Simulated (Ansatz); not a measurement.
# C₂H₈ClGeNSi: up Jacob's ladder to CCSD(T)

How much do the methods differ for C₂H₈ClGeNSi? The plan is to run it at one geometry with functionals of several rungs and with coupled cluster, and see how far each lands from CCSD(T) at the basis-set limit for the atomisation energy.

Computed with Ansatz 0.2.0, Gaussian basis. Level: functionals in def2-TZVPP, the program's frozen cores in correlated methods.

The runs, in order: PBE-D4, r2SCAN-D4, PBE0-D4, B3LYP-D4, ωB97X-V, ωB97M-V, B2PLYP; CCSD(T)/def2-TZVPP; MP2/def2-QZVPP; extrapolation to the limit.

## 1. The relaxed structure

An earlier PBE0-D4 in a triple-zeta def2 set relaxation fixed the geometry.

14 atoms, charge 0, spin multiplicity 1.

Atoms are counted from 1 here; the program's logs count them from 0.

Bond lengths: C1–C2 1.334 Å, C1–H7 1.081 Å, C1–H8 1.085 Å, C2–N3 1.394 Å, C2–H9 1.087 Å, N3–Ge4 1.865 Å, N3–Si5 1.725 Å, Ge4–H10 1.536 Å, Ge4–H11 1.534 Å, Ge4–H12 1.534 Å, Si5–Cl6 2.057 Å, Si5–H13 1.481 Å, Si5–H14 1.481 Å. Angles: C2–C1–H7 119.7°, C2–C1–H8 123.5°, H7–C1–H8 116.8°, C1–C2–N3 126.7°, C1–C2–H9 118.7°, N3–C2–H9 114.7°, C2–N3–Ge4 118.5°, C2–N3–Si5 117.7°, Ge4–N3–Si5 123.8°, N3–Ge4–H10 103.9°, N3–Ge4–H11 110.0°, N3–Ge4–H12 110.0°, H10–Ge4–H11 111.0°, H10–Ge4–H12 111.0°, H11–Ge4–H12 110.7°, N3–Si5–Cl6 106.8°, N3–Si5–H13 112.0°, N3–Si5–H14 112.0° and more.

Coordinates:

```mol
C2H8ClGeNSi
  3D, bonds by distance, orders not assigned

 14 13  0  0  0  0  0  0  0  0999 V2000
    1.3012    1.7163    0.6445 C   0  0
    0.2304    1.2612   -0.0087 C   0  0
   -0.1795   -0.0670   -0.1113 N   0  0
   -1.7251   -0.4502   -1.0828 Ge  0  0
    0.7804   -1.2656    0.6756 Si  0  0
   -0.1131   -3.0812    0.3044 Cl  0  0
    1.5149    2.7758    0.6502 H   0  0
    1.9903    1.0757    1.1852 H   0  0
   -0.4085    1.9741   -0.5242 H   0  0
   -2.2065    0.9252   -1.5682 H   0  0
   -2.7691   -1.1069   -0.1712 H   0  0
   -1.3880   -1.3634   -2.2682 H   0  0
    0.8162   -1.0735    2.1438 H   0  0
    2.1564   -1.3205    0.1308 H   0  0
  1  2  8  0
  2  3  8  0
  3  4  8  0
  3  5  8  0
  5  6  8  0
  1  7  8  0
  1  8  8  0
  2  9  8  0
  4 10  8  0
  4 11  8  0
  4 12  8  0
  5 13  8  0
  5 14  8  0
M  END
```

## 2. PBE-D4 (GGA)

in.yaml

```yaml
crystal:
  periodic: [false, false, false]
  atoms:
    - {symbol: C, position_ang: [1.301240, 1.716328, 0.644509]}
    - {symbol: C, position_ang: [0.230378, 1.261157, -0.008656]}
    - {symbol: N, position_ang: [-0.179536, -0.067038, -0.111257]}
    - {symbol: Ge, position_ang: [-1.725062, -0.450180, -1.082836]}
    - {symbol: Si, position_ang: [0.780356, -1.265617, 0.675649]}
    - {symbol: Cl, position_ang: [-0.113103, -3.081160, 0.304353]}
    - {symbol: H, position_ang: [1.514864, 2.775841, 0.650172]}
    - {symbol: H, position_ang: [1.990268, 1.075653, 1.185223]}
    - {symbol: H, position_ang: [-0.408530, 1.974063, -0.524195]}
    - {symbol: H, position_ang: [-2.206474, 0.925201, -1.568194]}
    - {symbol: H, position_ang: [-2.769103, -1.106897, -0.171166]}
    - {symbol: H, position_ang: [-1.387953, -1.363362, -2.268156]}
    - {symbol: H, position_ang: [0.816204, -1.073452, 2.143768]}
    - {symbol: H, position_ang: [2.156433, -1.320538, 0.130807]}
basis:
  gaussian: {orbitals: def2-TZVPP}
hamiltonian: {xc: pbe, dispersion: d4}
output: {forces: true, orbitals: {seedname: orbitals}}
```

The run is started by

```console
> ansatz run in.yaml --threads 2 --pin off --events-out ev --progress --plain --max-ram 32768MiB --backend cuda --devices 0, --max-vram 18GiB
```

Further steps of the session: r2SCAN-D4 (meta-GGA); PBE0-D4 (hybrid); B3LYP-D4 (hybrid); ωB97X-V (range-separated); ωB97M-V (range-separated); B2PLYP (double hybrid); CCSD(T) in def2-TZVPP; MP2 in def2-QZVPP.

Q: Predict the results of all the runs planned. Wanted: atomisation energy, CCSD(T)/CBS; farthest; mean size of error, hybrid; mean size of error, range-separated; gap, smallest and largest; T1 diagnostic; triples share of the correlation energy.

The runs gave:

| quantity | value |
| --- | --- |
| atomisation energy, CCSD(T)/CBS | 1162.6 kcal/mol |
| functionals within 11.6 kcal/mol (1.0 %) | r2SCAN-D4, PBE0-D4, B3LYP-D4, ωB97X-V, ωB97M-V |
| farthest | B2PLYP (-17.4 kcal/mol) |
| mean size of error, hybrid | 3.4 kcal/mol |
| mean size of error, range-separated | 2.4 kcal/mol |
| gap, smallest and largest | 4.52 eV (PBE-D4), 10.88 eV (ωB97X-V) |
| T1 diagnostic | 0.0116 |
| triples share of the correlation energy | 4.1 % |

PBE-D4 is off by +11.6 kcal/mol. Double hybrids carry the basis error of their MP2 part in triple zeta, and no dispersion term here, so their miss is partly the set-up's. The reference freezes the cores and leaves out relativity and excitations past (T), and its outer-core shells are covered unevenly, so misses under about 11.6 kcal/mol can't be ranked. Hartree-Fock recovers 72 % of the binding; the rest is correlation. Orbital gaps span 4.5 to 10.9 eV; exact exchange widens them. Correlated methods include outer-core shells of Ge, which these sets cover unevenly.
